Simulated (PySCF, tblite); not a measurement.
# C6H10P+: infrared bands and NMR shifts

Aim: predict the infrared bands and NMR shifts of C6H10P+ (`C#C[P@@H+](C)CC=C`).

The runs use tblite 0.8.0 and PySCF 2.14.0, with density-fitted response routines of our own; the level of theory stands in each step. All values are computed, except where a source is named. Atoms are numbered from 0 throughout.

## Step 1: The starting structure

17 atoms, charge 1, multiplicity 1; geometry from: GFN2-xTB.

Bonds of the start (Å): C0–C1 1.20, C1–P2 1.74, P2–C3 1.80, P2–C4 1.82, C4–C5 1.51, C5–C6 1.32, C0–H7 1.05, P2–H8 1.38, C3–H9 1.09, C3–H10 1.09, C3–H11 1.09, C4–H12 1.10, C4–H13 1.10, C5–H14 1.08, C6–H15 1.08, C6–H16 1.08.

## Step 2: Harmonic vibrations with GFN2-xTB

Job settings and geometry (Å):

```
{"job": {"kind": "ir", "xc": "GFN2-xTB", "basis": "xTB"}, "charge": 1, "multiplicity": 1}
C      3.559726     0.541691    -0.313247
C      2.404713     0.233959    -0.451564
P      0.721700    -0.179248    -0.622716
C      0.394008    -1.810466     0.069682
C     -0.333945     1.095650     0.133144
C     -1.778064     0.783125    -0.153238
C     -2.656067     0.463744     0.778987
H      4.575702     0.802900    -0.202276
H      0.470591    -0.216029    -1.978672
H      1.007063    -2.561632    -0.429166
H     -0.661598    -2.051145    -0.064906
H      0.629531    -1.807740     1.135540
H     -0.135370     1.112283     1.209958
H     -0.052462     2.066519    -0.289653
H     -2.073811     0.862354    -1.191014
H     -2.390574     0.395885     1.821300
H     -3.688141     0.280180     0.537931
```

**Question.** This job is followed by: GIAO PBE0/pcSseg-1 NMR shielding, non-relativistic, gas phase. Predict these results of the whole session: strongest single infrared mode (GFN2-xTB); zero-point energy (GFN2-xTB); 13C shifts against TMS (PBE0/pcSseg-1); 1H shifts against TMS (PBE0/pcSseg-1, means over atoms taken as alike); 31P shifts against H3PO4 (PBE0/pcSseg-1).

As calculated:

| quantity | value |
| --- | --- |
| strongest single infrared mode (GFN2-xTB) | 893 cm⁻¹, 117 km/mol |
| zero-point energy (GFN2-xTB) | 83.7 kcal/mol |
| 13C shifts against TMS (PBE0/pcSseg-1) | 143.4, 125.1, 121.8, 62.7, 35.8, 6.8 ppm |
| 1H shifts against TMS (PBE0/pcSseg-1, means over atoms taken as alike) | 6.53, 6.44, 6.13, 5.70, 3.88, 3.59, 3.31, 2.27 ppm |
| 31P shifts against H3PO4 (PBE0/pcSseg-1) | -45.4 ppm |

No mode is imaginary among the 45: a minimum at this level. The strongest single mode, at 893 cm⁻¹, is spread over several atoms, H9, H10, P2, H8 among them. Unscaled tight-binding wavenumbers are off by several per cent, some by more. Its intensities can rank the bands wrongly.
